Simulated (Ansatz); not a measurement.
Run this with Ansatz's Python interface and show what comes out.

The script, `camg_formation.py`:
```python
# -*- coding: utf-8 -*-
from collections import Counter

import ansatz as az
from ase import Atoms
import numpy as np

config = {
    "xc": "lda",
    "cutoff": 380,
    "k_spacing": 0.3,
    "smearing": "cold",
    "width_ev": 0.05,
}


def solve(name, crystal):
    calc = (
        crystal.calculation()
        .functional(config["xc"])
        .basis(config["cutoff"])
        .kpoints(spacing=config["k_spacing"])
        .occupations(config["smearing"], width=config["width_ev"])
        .stress()
    )
    calc = calc.relax(force_tolerance=0.01, cell=True)
    return calc.run(threads=1)


def counts(outcome):
    return Counter(site.symbol for site in outcome.lattice.sites)

def formation_energy(outcome, mu):
    n = counts(outcome)
    return (outcome.report["energy_sigma0_ev"] - sum(k * mu[element] for element, k in n.items())) / sum(n.values())


def volume_per_atom(outcome):
    return abs(np.linalg.det(outcome.lattice.cell_ang)) / len(outcome.lattice.sites)


def main():
    phases = {}
    camg = (
        az.Lattice.from_parameters(3.65749793, 3.65749793, 16.95867909, alpha=90, beta=90, gamma=120)
        .space_group(166)
        .atom("Ca", (0.0, 0.0, 0.0))
        .atom("Mg", (1 / 3, 2 / 3, 1 / 6))
        .primitive()
    )
    phases["CaMg"] = camg
    atoms = Atoms(
        ["Ca"],
        scaled_positions=[
            (0.0, 0.0, 0.0),
        ],
        cell=[
            (0.0, 2.7942, 2.7942),
            (2.7942, 0.0, 2.7942),
            (2.7942, 2.7942, 0.0),
        ],
        pbc=True,
    )
    ca = az.Crystal.from_ase(atoms)
    phases["Ca"] = ca
    mg = (
        az.Lattice.from_parameters(3.2093, 3.2093, 5.2103, alpha=90, beta=90, gamma=120)
        .space_group(194)
        .atom("Mg", (1 / 3, 2 / 3, 0.25))
    )
    phases["Mg"] = mg

    done = {}
    for name, crystal in phases.items():
        done[name] = solve(name, crystal)
        print(f"{name}: {done[name].report['energy_sigma0_ev']:.4f} eV, {len(done[name].lattice.sites)} atoms")

    references = {"Ca": "Ca", "Mg": "Mg"}
    mu = {element: done[name].report["energy_sigma0_ev"] / len(done[name].lattice.sites) for element, name in references.items()}

    target = done["CaMg"]
    heat = formation_energy(target, mu)
    n = counts(target)
    print("cell content:", dict(n), " volume", round(volume_per_atom(target), 3), "A^3/atom")
    print("formation energy", round(heat, 4), "eV/atom,", round(heat * sum(n.values()), 4), "eV per cell")
    print("bound against the elements" if heat < 0 else "unbound against the elements")


if __name__ == "__main__":
    main()
```

```console
$ python camg_formation.py
DeckWarning: basis.ecutwfc = 380 eV is below the records' recommended 420 eV, and the density's cutoff is lower with it unless basis.ecutrho_ratio is high enough to keep the records' density cutoff: compare with a run at a higher cutoff
CaMg: -3674.1196 eV, 2 atoms
Ca: -1772.6028 eV, 1 atoms
Mg: -3803.2319 eV, 2 atoms
cell content: {<Element.CA: 'Ca'>: 1, <Element.MG: 'Mg'>: 1}  volume 30.111 A^3/atom
formation energy 0.0496 eV/atom, 0.0991 eV per cell
unbound against the elements
```
(Warnings from the package without file and line.)

These settings explore the input space; cutoff and mesh may be short of convergence. The cutoff lies under the one recommended for these potentials. For the metals among these phases the mesh is modest: differences between phases can be off by up to 40 meV an atom. The cells come from databases of deposited and of computed structures, and not all need be stable phases. The compound is the structure given, not necessarily its lowest; energies are at zero temperature, with no correction for gases. A semilocal functional's error on such energies is often 0.05 to 0.1 eV an atom, and 0.1 to 0.3 eV against gases such as O2 or F2. Run time: 10 s on 1 thread of Arm Neoverse V2 (shared host), peak memory 0.38 GiB.
